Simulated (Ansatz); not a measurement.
# SVWN5/def2-SVP run of [CSO3F3]− (trifluoromethanesulfonate)

Aim: the vertical ionisation energy of [CSO3F3]− (trifluoromethanesulfonate) at SVWN5/def2-SVP, from 2 runs. 

The calculation is run with Ansatz 0.2.0.

2 further runs of the same task are left out: 2 set aside as unsound or not needed.

### 1 Starting point

[CSO3F3]−: 8 atoms, total charge -1, spin state singlet. SMILES: `[O-]S(=O)(=O)C(F)(F)F`. The coordinates come from a PBE0-D4/def2-TZVPD relaxation.

Bond lengths: O1–S2 1.447 Å, S2–O3 1.447 Å, S2–O4 1.447 Å, S2–C5 1.853 Å, C5–F6 1.341 Å, C5–F7 1.341 Å, C5–F8 1.341 Å. Some angles: O1–S2–O3 115.5°, O1–S2–O4 115.5°, O1–S2–C5 102.4°, O3–S2–O4 115.5°, O3–S2–C5 102.4°, O4–S2–C5 102.4°, S2–C5–F6 111.9°, S2–C5–F7 111.9°, S2–C5–F8 111.9°, F6–C5–F7 106.9°.

### 2 The energy at SVWN5/def2-SVP

run.yaml reads:

```yaml
crystal:
  periodic: [false, false, false]
  atoms:
    - {symbol: O, position_ang: [-0.452120, -1.793850, 0.534600]}
    - {symbol: S, position_ang: [0.514500, -0.855220, 0.007850]}
    - {symbol: O, position_ang: [1.622110, -0.542800, 0.884460]}
    - {symbol: O, position_ang: [0.853150, -1.026290, -1.388190]}
    - {symbol: C, position_ang: [-0.440870, 0.732840, -0.006730]}
    - {symbol: F, position_ang: [-0.854330, 1.079580, 1.221330]}
    - {symbol: F, position_ang: [0.292430, 1.753940, -0.474640]}
    - {symbol: F, position_ang: [-1.534870, 0.651830, -0.778680]}
basis:
  gaussian:
    orbitals: def2-SVP
total_charge: -1
hamiltonian:
  xc: {name: SVWN5}
accuracy: high
output:
  orbitals: {seedname: orbitals}
```

Started as:

```sh
$ ansatz run run.yaml --threads 1 --pin off --max-ram 3480MiB --events-out events.jsonl --progress --plain --runs-dir runs
```

Standard output:

```text
Warning: RAYON_NUM_THREADS=1 ignored (pool sized by the plan → 1); use --threads N
Functional definition: SVWN5
  name "SVWN5"
  exchange = slater_x
  correlation = vwn5_c
2515 factors; integrals over basis functions are off by at most 3.9e-9 eV
mean field evaluation 1: about -25997.0461 eV, gradient 8.3e1 eV
mean field evaluation 2: about -25926.6183 eV, gradient 2.1e2 eV
mean field evaluation 4: about -26008.9417 eV, gradient 1.0e1 eV
mean field evaluation 8: about -26009.1573 eV, gradient 7.1e-1 eV
mean field evaluation 16: about -26009.1582 eV, gradient 5.9e-5 eV
mean field -26009.15815251 eV, -955.8189324642 hartree, gradient 7.5e-8 eV, S^2 0.000000; 0 other end points of the search recorded, 0 dependent functions left out
reference -26009.15815398 eV, -955.8189325183 hartree; 37, 37 occupied and 79, 79 virtual orbitals, 2515 factors
Total energy: -26009.15815398 eV, -955.8189325183 hartree
```

Run time: 6 s. Hardware: 1 thread of Arm Neoverse V2, shared host; peak memory 0.34 GiB.

### 3 Doublet neutral CSO3F3 at the same level

in.yaml reads:

```yaml
crystal:
  periodic: [false, false, false]
  atoms:
    - {symbol: O, position_ang: [-0.452120, -1.793850, 0.534600]}
    - {symbol: S, position_ang: [0.514500, -0.855220, 0.007850]}
    - {symbol: O, position_ang: [1.622110, -0.542800, 0.884460]}
    - {symbol: O, position_ang: [0.853150, -1.026290, -1.388190]}
    - {symbol: C, position_ang: [-0.440870, 0.732840, -0.006730]}
    - {symbol: F, position_ang: [-0.854330, 1.079580, 1.221330]}
    - {symbol: F, position_ang: [0.292430, 1.753940, -0.474640]}
    - {symbol: F, position_ang: [-1.534870, 0.651830, -0.778680]}
basis:
  gaussian: {orbitals: def2-SVP}
accuracy: high
output: {orbitals: {seedname: orbitals}}
hamiltonian: {xc: {name: SVWN5}}
magnetization: {spin_polarized: true, initial_magnetization: 1}
```

Started as:

```sh
$ ansatz run in.yaml --threads 1 --pin off --max-ram 3480MiB --events-out events.jsonl --progress --plain --runs-dir runs
```

Standard output:

```text
Warning: RAYON_NUM_THREADS=1 ignored (pool sized by the plan → 1); use --threads N
[... 4 set-up lines as earlier in the session ...]
2512 factors; integrals over basis functions are off by at most 3.8e-9 eV
mean field evaluation 1: about -25989.3423 eV, gradient 6.5e1 eV
mean field evaluation 2: about -25846.4565 eV, gradient 1.9e2 eV
mean field evaluation 4: about -26001.9466 eV, gradient 2.5e1 eV
mean field evaluation 8: about -26004.5481 eV, gradient 4.5e0 eV
mean field evaluation 16: about -26004.6294 eV, gradient 1.0e-3 eV
mean field evaluation 32: about -26002.6357 eV, gradient 1.2e1 eV
mean field -26004.62940355 eV, -955.6525040097 hartree, gradient 4.6e-8 eV, S^2 0.752760; 6 other end points of the search recorded, 0 dependent functions left out
reference -26004.62940502 eV, -955.6525040636 hartree; 37, 36 occupied and 79, 80 virtual orbitals, 2512 factors
Total energy: -26004.62940502 eV, -955.6525040636 hartree
```

Wall time 11 s (1 thread of Arm Neoverse V2, shared host); peak memory 0.41 GiB.

### 4 What came out

At SVWN5/def2-SVP:

```
                                                                quantity          value
                                         singlet [CSO3F3]−: total energy  -955.81893 Eh
                                          singlet [CSO3F3]−: HOMO energy       -0.61 eV
                                          singlet [CSO3F3]−: LUMO energy        6.66 eV
singlet [CSO3F3]−: HOMO–LUMO gap (to an unbound level, set by the basis)        7.27 eV
                                    doublet neutral CSO3F3: total energy  -955.65250 Eh
              doublet neutral CSO3F3: HOMO energy (highest over α and β)       -8.71 eV
               doublet neutral CSO3F3: LUMO energy (lowest over α and β)       -8.44 eV
                                            doublet neutral CSO3F3: ⟨S²⟩          0.753
                     vertical detachment energy (to the doublet neutral)       4.529 eV
```

Removing an electron at fixed nuclei costs 4.53 eV (437 kJ/mol). −ε(HOMO) before ionisation, 0.61 eV, is 3.91 eV below this ionisation energy.
